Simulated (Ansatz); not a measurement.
# Ti3C2: the cost of one run

Program: the Python package of Ansatz 0.2.0. Level of theory: DFT LDA, plane waves, PAW. These are calculated values, not measurements.

### Step 1. Starting point

It takes space group P6_3/mmc (No. 194, hexagonal). The conventional cell has a = 3.067 Å, b = 3.067 Å, c = 15.117 Å, α = 90.00°, β = 90.00°, γ = 120.00°. Ti (site symmetry 3m) has 3 C at 2.06 Å as nearest neighbours. Ti (site symmetry -3m) has 6 C at 2.20 Å as nearest neighbours. Around C (site symmetry 3m) lie 6 Ti at 2.06 to 2.20 Å.

Input file ti3c2.xyz:

```xyz
10
Lattice="3.06660497 0.0 0.0 -1.53330248 2.6557578 0.0 0.0 0.0 15.11715007" Properties=species:S:1:pos:R:3 pbc="T T T"
Ti   -0.00000002    1.77050521   12.75702598
Ti    1.53330250    0.88525259    5.19845095
Ti    1.53330250    0.88525259    2.36012409
Ti   -0.00000002    1.77050521    9.91869912
Ti    0.00000000    0.00000000    0.00000000
Ti    0.00000000    0.00000000    7.55857503
C     1.53330250    0.88525259   13.81864372
C    -0.00000002    1.77050521    6.26006868
C     1.53330250    0.88525259    8.85708139
C    -0.00000002    1.77050521    1.29850635
```

### Step 2. Script

File vcrelax_ti3c2.py:

```python
"""Variable-cell relaxation of Ti3C2."""

import ansatz as az
from ase import Atoms
from ase.io import write
import numpy as np

def edges_and_angles(cell):
    cell = np.asarray(cell)
    a, b, c = np.linalg.norm(cell, axis=1)
    cosines = cell[1] @ cell[2] / (b * c), cell[0] @ cell[2] / (a * c), cell[0] @ cell[1] / (a * b)
    return (a, b, c, *np.degrees(np.arccos(cosines)))

ti3c2 = az.Crystal.from_extxyz("ti3c2.xyz")

# part of the cell is held
setup = (
    ti3c2.calculation()
    .functional("lda")
    .kpoints(11, 11, 2)
    .occupations("cold", width=0.05)
    .relax(force_tolerance=0.01, fix_cell=["a", "angles"], stress_tolerance=0.01)
)
steps = []


def follow(event):
    if event["event"] != "relax_step":
        return
    row = event["data"]
    steps.append(row)
    print(f"step {row['step']:3d}  E = {row['lagrangian_ev']:.5f} eV  largest force component = {row['allowed_force_max_ev_ang']:.4f} eV/A  P = {row['pressure_gpa']:.3f} GPa")


outcome = setup.session().plan(threads=1).execute(on_event=follow)
report = outcome.report

first, last = steps[0], steps[-1]
symbols = [site.symbol for site in outcome.lattice.sites]
print(f"energy gained {first['lagrangian_ev'] - last['lagrangian_ev']:.4f} eV in {len(steps) - 1} steps")
for label, vectors in (("before", first["cell_ang"]), ("after", outcome.lattice.cell_ang)):
    print(label, "a b c (A) {:.4f} {:.4f} {:.4f}  angles {:.2f} {:.2f} {:.2f}".format(*edges_and_angles(vectors)), f" V = {abs(np.linalg.det(vectors)):.3f} A^3")
print("final stress xx yy zz (GPa, compression positive):", np.round(np.diag(report["stress_gpa"]), 3) + 0.0)

print("relaxed fractional positions")
for site in outcome.lattice.sites:
    print(f"  {site.symbol:2s}", " ".join(f"{v % 1:8.5f}" for v in np.round(site.position_frac, 5)))

relaxed = Atoms(symbols, positions=[site.position_ang for site in outcome.lattice.sites], cell=outcome.lattice.cell_ang, pbc=True)
write("relaxed.extxyz", relaxed, format="extxyz")

print("%-22s %14.5f eV" % ("F = E - TS", report["free_energy_ev"]))
print("%-22s %14.5f eV" % ("E", report["internal_energy_ev"]))
print("%-22s %14.5f eV" % ("Harris-Foulkes", report["harris_foulkes_ev"]))
print("%-22s %14.5f eV" % ("Fermi level", report["fermi_energy_ev"]))
```

### Step 3. The calls as engine input

The engine receives this input:

```yaml
crystal:
  lattice:
    - [3.06660497, 0.0, 0.0]
    - [-1.53330248, 2.6557578, 0.0]
    - [0.0, 0.0, 15.11715007]
  atoms:
    - { symbol: Ti, position: [0.33333332760718637, 0.6666666704320703, 0.8438777098149163] }
    - { symbol: Ti, position: [0.6666666691318783, 0.3333333295679297, 0.34387771014566637] }
    - { symbol: Ti, position: [0.6666666691318783, 0.3333333295679297, 0.1561222901850838] }
    - { symbol: Ti, position: [0.33333332760718637, 0.6666666704320703, 0.6561222898543336] }
    - { symbol: Ti, position: [0.0, 0.0, 0.0] }
    - { symbol: Ti, position: [0.0, 0.0, 0.49999999966924985] }
    - { symbol: C, position: [0.6666666691318783, 0.3333333295679297, 0.9141037600349761] }
    - { symbol: C, position: [0.33333332760718637, 0.6666666704320703, 0.4141037597042258] }
    - { symbol: C, position: [0.6666666691318783, 0.3333333295679297, 0.5858962402957743] }
    - { symbol: C, position: [0.33333332760718637, 0.6666666704320703, 0.08589623996502405] }
kpoints:
  mp_grid:
    grid: [11, 11, 2]
hamiltonian:
  xc: lda
scf:
  occupations:
    method: cold
    width: 0.05
relax:
  f_tol: 0.01
  cell:
    stress_tol: 0.01
    fix: [a, angles]
```

### Step 4. Running it

Run with:

```bash
$ python vcrelax_ti3c2.py
```

What time and memory should one allow on 1 thread of Arm Neoverse V1, shared host?

About 6.7 min, with a peak of 0.91 GiB.
